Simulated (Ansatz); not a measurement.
Write a Python script for Ansatz 0.2.0 through its Python package that makes a rigid scan of one bond length of CH₄GeO₂, SMILES C[O][Ge][OH]. Settings (for the species named): r2SCAN, def2-SVP basis, multiplicity 1, D4 dispersion.

The script reads `ch4geo2.xyz`:
```text
8

C     0.16140    0.83170   -0.70390
O     0.98630    0.49480    0.31160
Ge    0.84020   -1.28810    0.47850
O    -0.34110   -1.67970    1.66370
H     0.40360    0.40210   -1.70130
H    -0.94100    0.64540   -0.45830
H     0.20210    1.97880   -0.84090
H    -1.21930   -1.44200    1.19480
```

The script, `scan.py`:
```python
"""Potential curve of CH4GeO2 along one bond."""

import ansatz as az
import numpy as np

system = az.Crystal.molecule_from_extxyz("ch4geo2.xyz")

symbols = [site.symbol for site in system.cartesian_sites]
start = np.array([site.position_ang for site in system.cartesian_sites])
axis = (start[6] - start[0]) / np.linalg.norm(start[6] - start[0])
moving = [6]
lengths, energies = [1.017, 1.063, 1.11, 1.156, 1.202, 1.248, 1.295, 1.364], []
for length in lengths:
    xyz = start.copy()
    xyz[moving] += (length - np.linalg.norm(start[6] - start[0])) * axis
    point = az.Crystal.molecule()
    for symbol, place in zip(symbols, xyz):
        point = point.atom(symbol, place.tolist())
    calculation = (
        point.calculation()
        .basis(gaussian="def2-SVP")
        .functional("r2SCAN", dispersion="d4")
        .scf(lower_state_search="light")
    )
    r = calculation.run(threads=1, pin="off").report
    energies.append(r["free_energy_ev"])
    print(f"r = {length:6.3f} A  E = {energies[-1]:.5f} eV  <S^2> = {abs(r['mean_field']['state']['spin_squared']):.3f}")

# quartic fit about the minimum
fit = np.polynomial.Polynomial.fit(lengths, np.array(energies) - min(energies), 4).convert()
roots = [r.real for r in fit.deriv().roots() if abs(r.imag) < 1e-9 and fit.deriv(2)(r.real) > 0]
r_e = min(roots, key=lambda r: abs(r - lengths[int(np.argmin(energies))]))
print(f"minimum of the fit at {r_e:.4f} A, force constant {fit.deriv(2)(r_e):.2f} eV/A^2")
```

`python scan.py` gives:
```text
r =  1.017 A  E = -61699.95626 eV  <S^2> = 0.000
r =  1.063 A  E = -61700.07761 eV  <S^2> = 0.000
r =  1.110 A  E = -61700.11224 eV  <S^2> = 0.000
r =  1.156 A  E = -61700.07944 eV  <S^2> = 0.000
r =  1.202 A  E = -61699.99683 eV  <S^2> = 0.000
r =  1.248 A  E = -61699.87706 eV  <S^2> = 0.000
r =  1.295 A  E = -61699.72662 eV  <S^2> = 0.000
r =  1.364 A  E = -61699.47133 eV  <S^2> = 0.000
minimum of the fit at 1.1082 A, force constant 31.54 eV/A^2
```

Notes:
- The settings weren't tested for convergence.
- The rest of the molecule is held rigid at a force-field or estimated start geometry, and the basis set is modest; single-reference methods fail as a bond breaks.
- The orbitals are restricted, so S² is zero by construction.
- Finished in 47 s on 1 thread of Intel(R) Xeon(R) Platinum 8259CL CPU @ 2.50GHz (Skylake/Cascade Lake), with other jobs on the host, peak memory 0.22 GiB.
